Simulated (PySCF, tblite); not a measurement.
# C₃H₅GeO₂ radical: geometry, infrared bands and EPR parameters

What infrared bands and EPR parameters should C₃H₅GeO₂ radical (`[H]/[C]=[CH]\[GeH2][C](=O)O`) show?

The runs use tblite 0.8.0 and PySCF 2.14.0, with density-fitted response routines of our own; the level of theory stands in each step. All values are computed, except where a source is named. Atoms are numbered from 0 throughout.

## Step 1: The starting structure

11 atoms, charge 0, multiplicity 2; geometry from: force field or distance geometry start.

Bonds of the start (Å): C0–C1 1.33, C1–Ge2 1.92, Ge2–C3 1.91, C3–O4 1.26, C3–O5 1.38, C0–H6 1.09, C1–H7 1.11, Ge2–H8 1.54, Ge2–H9 1.54, O5–H10 1.03.

## Step 2: Relaxing the molecule with GFN2-xTB

Job settings and geometry (Å):

```
{"job": {"kind": "relax", "xc": "GFN2-xTB", "basis": "xTB"}, "charge": 0, "multiplicity": 2}
C     -1.888100    -1.355900    -0.050600
C     -1.673500    -0.302200     0.726200
Ge    -0.301700     0.975500     0.295100
C      1.296300    -0.062800     0.120400
O      1.328300    -1.019100    -0.705600
O      2.399600     0.190500     0.905700
H     -1.332900    -1.530900    -0.977800
H     -2.246100    -0.147500     1.663700
H     -0.660100     1.524300    -1.099800
H     -0.180900     2.090800     1.344900
H      3.264500    -0.360000     0.831700
```

Run with:

```
> OMP_NUM_THREADS=1 python probes_run.py task.json out
```

The driver reads the jobs from task.json and runs them one after another.

The program printed:

```text
step      E/eV     max force
  0    -513.31582    5.267
  1    -513.59514    4.762
  2    -513.76113    0.879
  3    -513.78258    0.520
  4    -513.82578    0.936
  5    -513.84680    0.777
  6    -513.86451    0.327
  7    -513.87172    0.306
  8    -513.87824    0.282
  9    -513.88182    0.164
 10    -513.88488    0.162
 11    -513.88812    0.233
 12    -513.89305    0.291
 13    -513.89914    0.284
 14    -513.90484    0.213
 15    -513.90854    0.157
 16    -513.91076    0.147
 17    -513.91261    0.143
 18    -513.91415    0.092
 19    -513.91523    0.097
 20    -513.91627    0.103
 21    -513.91767    0.163
 22    -513.91948    0.178
 23    -513.92126    0.123
 24    -513.92259    0.125
 25    -513.92357    0.127
 26    -513.92474    0.119
 27    -513.92624    0.123
 28    -513.92761    0.106
 29    -513.92871    0.084
 30    -513.93005    0.101
 31    -513.93195    0.150
 32    -513.93403    0.173
 33    -513.93558    0.125
 34    -513.93643    0.086
 35    -513.93698    0.077
 36    -513.93754    0.068
 37    -513.93812    0.073
 38    -513.93863    0.066
 39    -513.93905    0.062
 40    -513.93938    0.046
 41    -513.93963    0.061
 42    -513.93992    0.061
 43    -513.94044    0.082
 44    -513.94136    0.098
 45    -513.94259    0.157
 46    -513.94370    0.096
 47    -513.94433    0.067
 48    -513.94467    0.062
 49    -513.94494    0.068
 50    -513.94529    0.063
 51    -513.94572    0.055
 52    -513.94590    0.047
 53    -513.94603    0.033
 54    -513.94614    0.028
 55    -513.94623    0.031
 56    -513.94629    0.026
 57    -513.94635    0.026
 58    -513.94641    0.024
 59    -513.94648    0.022
 60    -513.94654    0.024
 61    -513.94659    0.021
 62    -513.94664    0.021
 63    -513.94672    0.034
 64    -513.94683    0.045
 65    -513.94696    0.042
 66    -513.94706    0.026
 67    -513.94712    0.025
 68    -513.94716    0.024
 69    -513.94722    0.034
 70    -513.94736    0.051
 71    -513.94753    0.058
 72    -513.94776    0.050
 73    -513.94800    0.039
 74    -513.94825    0.039
 75    -513.94849    0.069
 76    -513.94853    0.096
 77    -513.94895    0.095
 78    -513.94925    0.089
 79    -513.95015    0.077
 80    -513.95052    0.075
 81    -513.95090    0.067
 82    -513.95120    0.055
 83    -513.95135    0.117
 84    -513.95155    0.052
 85    -513.95168    0.039
 86    -513.95178    0.041
 87    -513.95184    0.046
 88    -513.95194    0.056
 89    -513.95206    0.055
 90    -513.95224    0.036
 91    -513.95234    0.026
 92    -513.95238    0.028
 93    -513.95237    0.056
 94    -513.95240    0.009
```

Wall time 1.4 s (1 thread of Intel Xeon at 2.50GHz, shared host).

Along the way: (not every step is listed)

```tsv
step	energy from step 0 (eV)	largest force (eV/Å)
0	0.0000	5.2667
1	-0.2793	4.7622
2	-0.4453	0.8789
3	-0.4668	0.5198
4	-0.5100	0.9363
5	-0.5310	0.7774
6	-0.5487	0.3273
7	-0.5559	0.3063
8	-0.5624	0.2822
16	-0.5949	0.1466
24	-0.6068	0.1254
32	-0.6182	0.1731
40	-0.6236	0.0456
48	-0.6288	0.0623
56	-0.6305	0.0257
64	-0.6310	0.0446
72	-0.6319	0.0504
80	-0.6347	0.0755
88	-0.6361	0.0562
89	-0.6362	0.0552
90	-0.6364	0.0357
91	-0.6365	0.0261
92	-0.6366	0.0276
93	-0.6365	0.0560
94	-0.6366	0.0092
```

Close pairs (by a distance rule), those that changed most:

```tsv
bond	before (Å)	after (Å)	change (Å)
C1–Ge2	1.924	2.052	+0.128
Ge2–C3	1.914	1.985	+0.071
C3–O4	1.264	1.200	-0.064
O5–H10	1.028	0.974	-0.054
C0–C1	1.327	1.273	-0.054
C3–O5	1.378	1.334	-0.044
Ge2–H8	1.541	1.511	-0.031
C0–H6	1.095	1.065	-0.030
```

The end geometry stands in the next job.

## Step 3: Vibrational analysis with GFN2-xTB

Job settings and geometry (Å):

```
{"job": {"kind": "ir", "xc": "GFN2-xTB", "basis": "xTB"}, "charge": 0, "multiplicity": 2}
C     -1.959634    -1.455761     0.140335
C     -1.752701    -0.319793     0.676059
Ge    -0.233942     0.985493     0.229441
C      1.485154     0.046698    -0.093085
O      1.857455    -0.441341    -1.124066
O      2.170004    -0.030802     1.049027
H     -1.539183    -2.113356    -0.584354
H     -2.378932     0.121418     1.438748
H     -0.585431     1.789957    -1.000007
H     -0.056519     1.949965     1.383007
H      2.999154    -0.529807     0.938772
```

The program printed:

```text
mode    cm-1     km/mol
  1     -32.2      0.08
  2      27.5      2.16
  3      62.5      0.93
  4     185.4      1.10
  5     236.5      2.43
  6     331.3     20.93
  7     347.7     27.04
  8     397.0      4.56
  9     432.9     26.48
 10     529.7     36.04
 11     587.6     80.24
 12     614.7    289.05
 13     647.9     87.68
 14     684.2     41.84
 15     720.3    189.23
 16     791.9    191.40
 17     884.9     59.90
 18    1061.2     62.53
 19    1095.0    279.56
 20    1190.1     49.84
 21    1703.7     66.68
 22    1757.5    458.78
 23    1861.8    204.82
 24    1955.3    592.89
 25    2996.4      8.21
 26    3192.0      8.97
 27    3360.0     14.78
```

Run time: 0.77 s. Hardware: 1 thread of Intel Xeon at 2.50GHz, shared host.

Which atoms move in the most intense modes:

```tsv
cm⁻¹	km/mol	atoms
615	289.1	H8 48 %, C3 13 %
648	87.7	O4 20 %, H10 19 %, C3 18 %, H9 16 %
720	189.2	H6 54 %, C0 21 %
792	191.4	H9 46 %, H8 44 %
1095	279.6	O5 43 %, C3 26 %, H10 13 %
1758	458.8	C3 58 %, O4 37 %
1862	204.8	H9 66 %, H8 31 %
1955	592.9	H8 66 %, H9 32 %
```

## Step 4: EPR parameters: B3LYP/def2-TZVP-core+pcH-1

Settings changed since step 3:

```diff
@@ -1,2 +1,2 @@
-{"job": {"kind": "ir", "xc": "GFN2-xTB", "basis": "xTB"}, "charge": 0, "multiplicity": 2}
+{"job": {"kind": "epr", "basis": "pcH-1"}, "charge": 0, "multiplicity": 2}
 C     -1.959634    -1.455761     0.140335
```

With the program's defaults for keys left out, this is: UKS B3LYP, def2-TZVP-core on Ge, pcH-1 on C H O, non-relativistic, mean-field spin-orbit, GIAO.

The program printed:

```text
UKS, coarse grid
  cycle   1  E = -2344.51177712  |g| = 1.49e+00
  cycle   2  E = -2343.87645397  |g| = 1.67e+00
  cycle   3  E = -2344.57468760  |g| = 7.11e-01
  cycle   4  E = -2344.73235331  |g| = 2.91e-01
  cycle   5  E = -2344.75555785  |g| = 7.02e-02
  cycle   6  E = -2344.75725338  |g| = 2.51e-02
  cycle   7  E = -2344.75743619  |g| = 4.99e-03
  cycle   8  E = -2344.75745330  |g| = 1.94e-03
  cycle   9  E = -2344.75745775  |g| = 1.50e-03
  cycle  10  E = -2344.75746255  |g| = 7.98e-04
UKS, final grid
  cycle   1  E = -2344.75747991  |g| = 1.18e-03
  cycle   2  E = -2344.75747820  |g| = 2.38e-03
  cycle   3  E = -2344.75748074  |g| = 2.09e-04
  cycle   4  E = -2344.75748079  |g| = 1.78e-04
  cycle   5  E = -2344.75748084  |g| = 9.49e-05
  cycle   6  E = -2344.75748085  |g| = 3.91e-05
  cycle   7  E = -2344.75748085  |g| = 7.44e-06
E = -2344.75748085 Eh   <S^2> = 0.7591 (exact 0.7500)
g shifts (ppm)      1          2          3
  rmc          -155       -155       -155
  gc             -8         20         -7
  oz_so        -340        292       2225
  total        -503        158       2063
hyperfine (MHz)  atom isotope    a_iso     a_fc   dipolar eigenvalues
    0   13C     258.08     258.16    -76.28    -56.71    132.99
    1   13C     -27.56     -27.56    -15.44     -0.21     15.65
    2  73Ge     -78.84     -79.71    -15.36      7.50      7.86
    3   13C       3.12       3.17     -0.86     -0.47      1.33
    4   17O      -1.00      -1.07     -2.47      0.86      1.61
    5   17O      -1.91      -1.92     -1.04      0.37      0.66
    6    1H      38.43      38.42    -30.19     -6.15     36.34
    7    1H     144.52     144.52     -5.52     -4.74     10.26
    8    1H       3.90       3.87     -2.46     -0.25      2.71
    9    1H      21.72      21.70     -2.32      0.02      2.30
   10    1H       0.20       0.20     -0.73     -0.45      1.18
```

Wall time 4 min (1 thread of Intel Xeon at 2.50GHz, shared host); peak memory 1 GiB.

Principal g values 2.00182, 2.00248, 2.00438; g(iso) = 2.00289, against 2.00232 for a free electron.

Hyperfine couplings; where a row names several nuclei, a(iso) is their mean (it holds for fast rotation or exchange) and the dipolar term the largest among them:

```tsv
nuclei	isotope	a(iso) (MHz)	a(iso) (G, at g = 2.0023)	largest dipolar term (MHz)
C0	13C	258.1	92.1	133.0
H7	1H	144.5	51.6	10.3
Ge2	73Ge	-78.8	-28.1	-15.4
H6	1H	38.4	13.7	36.3
C1	13C	-27.6	-9.8	15.7
H8, H9	1H	12.8	4.6	2.7
C3	13C	3.1	1.1	1.3
O5	17O	-1.9	-0.7	-1.0
O4	17O	-1.0	-0.4	-2.5
H10	1H	0.2	0.1	1.2
```

Mulliken spin populations:

```tsv
atom	value (e)
C0	0.94
C1	-0.18
Ge2	0.16
C3	0.00
O4	0.00
O5	0.00
H6	0.00
H7	0.06
H8	0.00
H9	0.01
H10	0.00
```

In first order the couplings over 0.8 MHz of 1H give 12 distinct lines over 74.4 G, if the averaged nuclei exchange fast.

Orbitals, density, ELF and potential are computed afterwards from the orbital file.

ELF in a plane through or near 3 of the atoms.

Ten even steps from '0' (0.00) to '9' (1.00):
```
0000000000000000000000000000
0000000000000000000000000000
0000000000012321000000000000
0000000000279997300000000000
0000000001799999710000000000
0000000000799999700000000000
0000000000189997300354000000
0000002330025653215999400000
0000015774002223458999400000
0000026877312236754886100000
0000157836621126741531000000
0000489966421003589766420000
0000278731100002465588751000
0000023100000001356799861000
0000000000000000256677630000
0000000000000000133333300000
0000000000000000000000000000
0000000000000000000000000000
0000000000000000000000000000
0000000000000000000000000000
```
The map spans 11.0 Å across and 9.6 Å up, centred on the molecule. Atoms in the plane (x, y in Å): C0 (2.1, -1.2), C1 (1.8, 0.0), H9 (-0.2, 2.2).

On the surface of density 0.002 e/bohr³ the electrostatic potential runs, from the 1st to the 99th percentile, from -1.44 V near O4 to 2.44 V near H10.

The spin density lies nearest to C0 59 %; H6 14 %; Ge2 8 %; C1 8 % (beta excess).

## Step 5: Results

| quantity | value |
| --- | --- |
| strongest single infrared mode (GFN2-xTB) | 1955 cm⁻¹, 593 km/mol |
| zero-point energy (GFN2-xTB) | 39.5 kcal/mol |
| g(iso) (B3LYP) | 2.00289 |
| ⟨S²⟩ | 0.759 (exact 0.75) |
| largest a(iso) (averaged by class) | 13C on C0, 258.1 MHz |
| surface potential, 1st and 99th percentile | -1.44 V and 2.44 V |

**Reading.** Over 94 steps the energy fell by 0.637 eV; of the close pairs, C1–Ge2 changed most, 1.924 to 2.052 Å. The lowest mode is imaginary (32i cm⁻¹), so the xTB geometry is not a minimum. The strongest single mode, at 1955 cm⁻¹, moves mainly H8. GFN2-xTB is a fitted tight-binding method: band positions and strengths are rough. Its intensities can rank the bands wrongly. Most of the unpaired spin sits on C0 (0.94 e). The isotropic g lies 0.6 ppt above the free-electron value. The hyperfine terms hold no scalar relativity, which the heavier nuclei need.
